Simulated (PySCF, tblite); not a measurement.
**C7H12BNSi: geometry, infrared bands and NMR shifts**

Aim: predict the infrared bands and NMR shifts of C7H12BNSi (`CB[SiH2]Nc1ccccc1`).

The runs use tblite 0.8.0 and PySCF 2.14.0, with density-fitted response routines of our own; the level of theory stands in each step. All values are computed, except where a source is named. Atoms are numbered from 0 throughout.

## Step 1: The molecule as given

22 atoms, charge 0, multiplicity 1; geometry from: force field or distance geometry start.

Bonds of the start (Å): C0–B1 1.57, B1–Si2 1.95, Si2–N3 1.81, N3–C4 1.43, C4–C5 1.41, C5–C6 1.40, C6–C7 1.40, C7–C8 1.39, C8–C9 1.39, C9–C4 1.41, C0–H10 1.10, C0–H11 1.12, C0–H12 1.12, B1–H13 1.19, Si2–H14 1.45, Si2–H15 1.48, N3–H16 1.04, C5–H17 1.09, C6–H18 1.08, C7–H19 1.08, C8–H20 1.09, C9–H21 1.08.

## Step 2: Relaxing the molecule with GFN2-xTB

The job: settings as JSON, then the geometry in Å.

```
{"job": {"kind": "relax", "xc": "GFN2-xTB", "basis": "xTB"}, "charge": 0, "multiplicity": 1}
C      2.360800     1.117200    -0.722000
B      2.840600    -0.335100    -0.352300
Si     1.880200    -1.417300     0.953900
N      0.189100    -1.687500     0.366800
C     -0.829000    -0.685000     0.272800
C     -1.991200    -0.959300    -0.483100
C     -2.995100     0.003500    -0.609600
C     -2.856300     1.247400     0.021900
C     -1.716400     1.522800     0.772200
C     -0.713500     0.568700     0.904700
H      3.053300     1.570900    -1.450800
H      1.338700     1.062500    -1.175500
H      2.309200     1.750500     0.202100
H      3.823500    -0.781300    -0.847900
H      2.553200    -2.699700     1.076700
H      1.854900    -0.761100     2.280800
H     -0.014000    -2.656600     0.035100
H     -2.105100    -1.922200    -0.971200
H     -3.882500    -0.217100    -1.181000
H     -3.639600     1.985900    -0.074000
H     -1.625100     2.493700     1.263100
H      0.153900     0.818400     1.501400
```

The run is started by

```
$ OMP_NUM_THREADS=1 python probes_run.py task.json out
```

One launch serves the whole session: the jobs run in the order shown.

**Question.** This job is followed by: GFN2-xTB harmonic vibrations, gas phase; GIAO PBE0/pcSseg-1 NMR shielding, non-relativistic, gas phase. What will the session give for the following? strongest single infrared mode (GFN2-xTB); zero-point energy (GFN2-xTB); 13C shifts against TMS (PBE0/pcSseg-1, means over atoms taken as alike); 1H shifts against TMS (PBE0/pcSseg-1, means over atoms taken as alike); 11B shifts against BF3·OEt2 (PBE0/pcSseg-1); 29Si shifts against TMS (PBE0/pcSseg-1); 15N shifts against NH3 (PBE0/pcSseg-1).

As calculated:

| quantity | value |
| --- | --- |
| strongest single infrared mode (GFN2-xTB) | 2104 cm⁻¹, 512 km/mol |
| zero-point energy (GFN2-xTB) | 105.9 kcal/mol |
| 13C shifts against TMS (PBE0/pcSseg-1, means over atoms taken as alike) | 151.5, 134.9, 120.6, 120.5, 20.5 ppm |
| 1H shifts against TMS (PBE0/pcSseg-1, means over atoms taken as alike) | 9.70, 7.31, 6.74, 5.08, 4.95, 3.05, 1.52 ppm |
| 11B shifts against BF3·OEt2 (PBE0/pcSseg-1) | 96.1 ppm |
| 29Si shifts against TMS (PBE0/pcSseg-1) | -65.0 ppm |
| 15N shifts against NH3 (PBE0/pcSseg-1) | 71.4 ppm |

**Reading.** Over 244 steps the energy fell by 0.480 eV; of the close pairs, N3–C4 changed most, 1.432 to 1.371 Å. No mode is imaginary among the 60: a minimum at this level. The strongest single mode, at 2104 cm⁻¹, moves mainly H15. GFN2-xTB is a fitted tight-binding method: band positions and strengths are rough. Its intensities can rank the bands wrongly. NICS(1)zz of -25 ppm above the planar ring from C4 marks a diatropic (aromatic) ring current.
